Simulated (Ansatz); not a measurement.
# CH₇N₃W: how energies converge with the basis set

Aim: see how fast density functionals converge with the basis set for CH₇N₃W.

Program: Ansatz 0.2.0, Gaussian basis. Level of theory: one geometry, several basis sets. These are calculated values, not measurements.

The runs, in order: PBE0-D4/def2-SVP; ωB97M-V/def2-SVP; PBE0-D4/def2-QZVPP; ωB97M-V/def2-QZVPP; the functionals' def2-TZVPP values are taken from earlier runs.

## (1) Structure used throughout

The geometry comes from an earlier relaxation with PBE0-D4 in a triple-zeta def2 set; it is a stationary point, not always the lowest conformer. W takes the def2 core potential; no spin-orbit term is included.

SMILES `[CH3][W](=[NH])(=[NH])[NH2]`, 12 atoms, charge 0, spin multiplicity 1.

Atoms are counted from 1 here; the program's logs count them from 0.

Bond lengths: C1–W2 2.130 Å, C1–H6 1.093 Å, C1–H7 1.092 Å, C1–H8 1.093 Å, W2–N3 1.755 Å, W2–N4 1.755 Å, W2–N5 1.951 Å, N3–H9 1.008 Å, N4–H10 1.008 Å, N5–H11 1.009 Å, N5–H12 1.009 Å. Angles: W2–C1–H6 110.0°, W2–C1–H7 110.9°, W2–C1–H8 110.0°, H6–C1–H7 108.3°, H6–C1–H8 109.2°, H7–C1–H8 108.3°, C1–W2–N3 104.5°, C1–W2–N4 104.5°, C1–W2–N5 109.1°, N3–W2–N4 116.4°, N3–W2–N5 110.8°, N4–W2–N5 110.8°, W2–N3–H9 156.3°, W2–N4–H10 156.3°, W2–N5–H11 123.4°, W2–N5–H12 123.4°, H11–N5–H12 110.8°.

## (2) PBE0-D4 in def2-SVP

in.yaml reads:

```yaml
crystal:
  periodic: [false, false, false]
  atoms:
    - {symbol: C, position_ang: [-1.553837, 0.689879, 0.448530]}
    - {symbol: W, position_ang: [0.405675, -0.023282, 0.014020]}
    - {symbol: N, position_ang: [1.030360, -0.563509, 1.562826]}
    - {symbol: N, position_ang: [1.219210, 1.347084, -0.721598]}
    - {symbol: N, position_ang: [0.280429, -1.511637, -1.241168]}
    - {symbol: H, position_ang: [-2.151996, -0.108725, 0.895858]}
    - {symbol: H, position_ang: [-1.518205, 1.526019, 1.150254]}
    - {symbol: H, position_ang: [-2.039415, 1.032318, -0.469423]}
    - {symbol: H, position_ang: [1.649671, -0.566768, 2.357582]}
    - {symbol: H, position_ang: [1.910922, 2.075370, -0.801201]}
    - {symbol: H, position_ang: [0.330955, -2.479955, -0.962162]}
    - {symbol: H, position_ang: [0.436231, -1.416785, -2.233517]}
basis:
  gaussian: {orbitals: def2-SVP}
hamiltonian: {xc: pbe0, dispersion: d4}
output: {orbitals: {seedname: orbitals}}
```

On the command line:

```bash
$ ansatz run in.yaml --threads 4 --pin off --events-out ev --progress --plain --max-ram 11315MiB
```

After this run come: ωB97M-V in def2-SVP; PBE0-D4 in def2-QZVPP; ωB97M-V in def2-QZVPP.

Before running them: what should the planned runs give, taken together? Wanted: PBE0-D4: double and triple zeta above quadruple; ωB97M-V: double and triple zeta above quadruple.

The runs gave:

| quantity | value |
| --- | --- |
| PBE0-D4: double and triple zeta above quadruple | 7.60, 0.37 eV |
| ωB97M-V: double and triple zeta above quadruple | 7.90, 0.35 eV |

In words: PBE0-D4 gains 7.23 eV from double to triple zeta, then 0.37 eV more. Total energies overstate the basis error of differences, where much of it tends to cancel. The LUMO of ωB97M-V is positive and keeps falling with the basis (1.50 to 0.94 eV): an unbound level that the basis holds in place.
